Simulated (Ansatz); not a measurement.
# C3H10CuOP: small, medium and large basis sets

One table from this session's results is given with a row withheld; the runs are named, their logs left out.

Method: one geometry, several basis sets; program: Ansatz 0.2.0, Gaussian basis.

Plan: PBE0-D4/def2-SVP; ωB97M-V/def2-SVP; PBE0-D4/def2-QZVPP; ωB97M-V/def2-QZVPP; the functionals' def2-TZVPP values are taken from earlier runs.

## Structure used throughout

The geometry comes from an earlier relaxation with PBE0-D4 in a triple-zeta def2 set; it is a stationary point, not always the lowest conformer.

SMILES `C[P+](C)(C)[Cu-][OH]`, 16 atoms, charge 0, spin multiplicity 1.

Atoms are counted from 1 here; the program's logs count them from 0.

Bond lengths: C1–P2 1.821 Å, C1–H7 1.091 Å, C1–H8 1.093 Å, C1–H9 1.091 Å, P2–C3 1.821 Å, P2–C4 1.821 Å, P2–Cu5 2.148 Å, C3–H10 1.091 Å, C3–H11 1.093 Å, C3–H12 1.091 Å, C4–H13 1.091 Å, C4–H14 1.093 Å, C4–H15 1.091 Å, Cu5–O6 1.792 Å, O6–H16 0.958 Å. Angles: P2–C1–H7 109.4°, P2–C1–H8 111.3°, P2–C1–H9 109.5°, H7–C1–H8 109.3°, H7–C1–H9 108.1°, H8–C1–H9 109.3°, C1–P2–C3 102.9°, C1–P2–C4 102.8°, C1–P2–Cu5 115.4°, C3–P2–C4 102.8°, C3–P2–Cu5 115.4°, C4–P2–Cu5 115.8°, P2–C3–H10 109.4°, P2–C3–H11 111.4°, P2–C3–H12 109.4°, H10–C3–H11 109.3°, H10–C3–H12 108.0°, H11–C3–H12 109.3° and more.

Set-up of the first run:

in.yaml

```yaml
crystal:
  periodic: [false, false, false]
  atoms:
    - {symbol: C, position_ang: [-0.533993, -1.476862, 0.840429]}
    - {symbol: P, position_ang: [0.015884, 0.033249, -0.015970]}
    - {symbol: C, position_ang: [1.824210, -0.173167, -0.080153]}
    - {symbol: C, position_ang: [-0.486738, -0.273631, -1.739379]}
    - {symbol: Cu, position_ang: [-0.669417, 1.879958, 0.841953]}
    - {symbol: O, position_ang: [-1.149350, 3.483273, 1.481290]}
    - {symbol: H, position_ang: [-0.190620, -1.452553, 1.875714]}
    - {symbol: H, position_ang: [-0.145209, -2.373952, 0.352451]}
    - {symbol: H, position_ang: [-1.624368, -1.514627, 0.846640]}
    - {symbol: H, position_ang: [2.260874, 0.634780, -0.669204]}
    - {symbol: H, position_ang: [2.099882, -1.133033, -0.523779]}
    - {symbol: H, position_ang: [2.231864, -0.111875, 0.929981]}
    - {symbol: H, position_ang: [-0.114429, 0.531816, -2.374267]}
    - {symbol: H, position_ang: [-0.099810, -1.228613, -2.103315]}
    - {symbol: H, position_ang: [-1.575847, -0.277239, -1.804119]}
    - {symbol: H, position_ang: [-1.842914, 3.452467, 2.141729]}
basis:
  gaussian: {orbitals: def2-SVP}
hamiltonian: {xc: pbe0, dispersion: d4}
output: {orbitals: {seedname: orbitals}}
```

Run with:

```console
$ ansatz run in.yaml --threads 2 --pin off --events-out ev --progress --plain --max-ram 22528MiB --backend cpu
```

Steps of the session up to this table: PBE0-D4 in def2-SVP; ωB97M-V in def2-SVP; PBE0-D4 in def2-QZVPP; ωB97M-V in def2-QZVPP.

One of the session's tables, all rows but one given; the rest of the session is left out.

| functional | basis | HOMO (eV) | LUMO (eV) |
| --- | --- | --- | --- |
| PBE0-D4 | def2-SVP | -5.18 | 0.55 |
| PBE0-D4 | def2-TZVPP | ? | ? |
| PBE0-D4 | def2-QZVPP | -5.94 | -0.18 |
| ωB97M-V | def2-SVP | -7.60 | 1.69 |
| ωB97M-V | def2-TZVPP | -8.33 | 1.48 |
| ωB97M-V | def2-QZVPP | -8.43 | 0.87 |

**Question.** Estimate the row for PBE0-D4, def2-TZVPP.

The run gave: HOMO (eV): -5.85; LUMO (eV): 0.15. In the column «HOMO (eV)» it lies between PBE0-D4, def2-QZVPP (-5.94) and PBE0-D4, def2-SVP (-5.18).
